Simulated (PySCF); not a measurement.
# SrBi: from the state search to spectroscopic constants

One table from this session's results is given with a row withheld; the runs are named, their logs left out.

The runs use PySCF 2.14.0; Sr def2-SVPD with ECP28, Bi def2-SVPD with ECP60, scalar-relativistic core potentials.

Set-up of the first run:

The job is set up so:

```yaml
atoms: Sr, Bi
charge: 0
basis: Sr def2-SVPD with ECP28, Bi def2-SVPD with ECP60
Hamiltonian: scalar-relativistic core potentials
basis_functions: 58
electrons_treated: 33
masses_in_u: 87.9056, 208.9804
levels: PBE0, PBE, r²SCAN, M06, B3LYP, B2PLYP, CAM-B3LYP, HF, MP2, SCS-MP2
grid: 80 radial by 434 angular points
occupations: held fixed by the projection of orbital angular momentum
dissociation_limit: Sr + Bi, each in its ground configuration
starting_distance_in_angstrom: 3.170
values_of_2S_to_try: 1, 3
```

Command:

```
> OMP_NUM_THREADS=1 python dia.py task.json out
```

Steps of the session up to this table: The job; First curve: PBE0; Excited determinants; PBE; r²SCAN (meta-GGA); M06 (hybrid meta-GGA); B3LYP (global hybrid GGA); B2PLYP; CAM-B3LYP; UHF.

One of the session's tables, all rows but one given; the rest of the session is left out.

It belongs to the step «Constants by level of theory». 

| level | Re (Å) | ωe (cm⁻¹) | De (eV) | μ (D) |
| --- | --- | --- | --- | --- |
| UHF | 3.444 | 101.9 | 0.311 | -4.36 |
| UHF-MP2 | 3.394 | 104.4 | 0.450 | n/a |
| UHF-SCS-MP2 | 3.421 | 100.8 | 0.369 | n/a |
| PBE | 3.347 | 106.8 | 0.99 | -3.36 |
| r²SCAN | 3.348 | 110.7 | 1.03 | -3.97 |
| B3LYP | 3.372 | 105.4 | 0.85 | -3.81 |
| PBE0 | 3.337 | 110.1 | 0.91 | -3.69 |
| M06 | 3.372 | 102.5 | 0.91 | -2.32 |
| CAM-B3LYP | 3.340 | 111.7 | 0.82 | -4.19 |
| B2PLYP | ? | ? | ? | ? |

Estimate the missing values for B2PLYP.

The run gave: Re (Å): 3.381; ωe (cm⁻¹): 105.4; De (eV): 0.71; μ (D): -4.11. In the column «Re (Å)» it lies between M06 (3.372) and UHF-MP2 (3.394).

De is counted to Sr + Bi in their ground configurations.
